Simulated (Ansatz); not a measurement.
Predict the output of the script below (Ansatz's Python interface).

`run_energy.py`
```python
from pathlib import Path

import ansatz as az


def main() -> None:
    mol = (
        az.Crystal.molecule()
        .atom("N", (0.2366, 1.8197, -1.3011))
        .atom("C", (0.7299, 0.7844, -0.9217))
        .atom("C", (1.2627, -0.3207, -0.5309))
        .atom("O", (0.7491, -1.184, 0.381))
        .atom("Al", (-1.0118, -0.9833, 1.1553))
        .atom("H", (-0.7586, 2.1436, -0.9626))
        .atom("H", (2.3035, -0.5727, -0.8905))
        .atom("H", (-1.8574, 0.3278, 0.8249))
        .atom("H", (-1.5655, -2.061, 2.2286))
    )

    job = mol.calculation().basis(gaussian="def2-SVP").functional("PBE").orbitals()
    done = job.run(threads=1, pin="off", runs_dir="runs")
    r = done.report

    print(f"E = {r['free_energy_ev']:.6f} eV = {r['free_energy_ev'] / 27.211386246:.7f} Ha")
    print("converged:", r["converged"], " doubts:", r["published_state_doubts"] or "none")

    lines = Path(r["orbitals_path"]).read_text().splitlines()
    field_of = lambda key: [line.split("=")[1].strip() for line in lines if line.startswith(key)]
    orbitals = [(27.211386 * float(e), s, float(n)) for e, s, n in zip(field_of("Ene="), field_of("Spin="), field_of("Occup="))]
    homo = max(e for e, _, n in orbitals if n > 0.5)
    lumo = min(e for e, _, n in orbitals if n < 0.5)
    for e, spin, n in sorted(orbitals):
        if homo - 6 < e < lumo + 5:
            print(f"{spin:6s} {e:10.3f} eV  occupation {n:.0f}")


if __name__ == "__main__":
    main()
```

```console
$ python run_energy.py
E = -12253.402581 eV = -450.3042392 Ha
converged: True  doubts: none
Alpha      -9.762 eV  occupation 2
Alpha      -9.716 eV  occupation 2
Alpha      -8.795 eV  occupation 2
Alpha      -8.013 eV  occupation 2
Alpha      -7.659 eV  occupation 2
Alpha      -7.132 eV  occupation 2
Alpha      -3.842 eV  occupation 2
Alpha      -3.141 eV  occupation 0
Alpha      -2.270 eV  occupation 0
Alpha      -0.772 eV  occupation 0
Alpha       0.240 eV  occupation 0
Alpha       1.209 eV  occupation 0
```

What to keep in mind:
- Total energies depend on the basis set; only differences at equal settings carry meaning.
- The geometry is a force-field or estimated start, not a minimum of this method, and the basis set is short of its limit.
- Alpha marks a spatial orbital of a restricted run, filled by both spins.
- Levels such as HOMO and LUMO are orbital energies: with these approximate functionals they aren't the ionisation energy and electron affinity, and their gap isn't the fundamental gap.
- Finished in 3.2 s on 1 thread of Arm Neoverse V1, with other jobs on the host, peak memory 0.18 GiB.
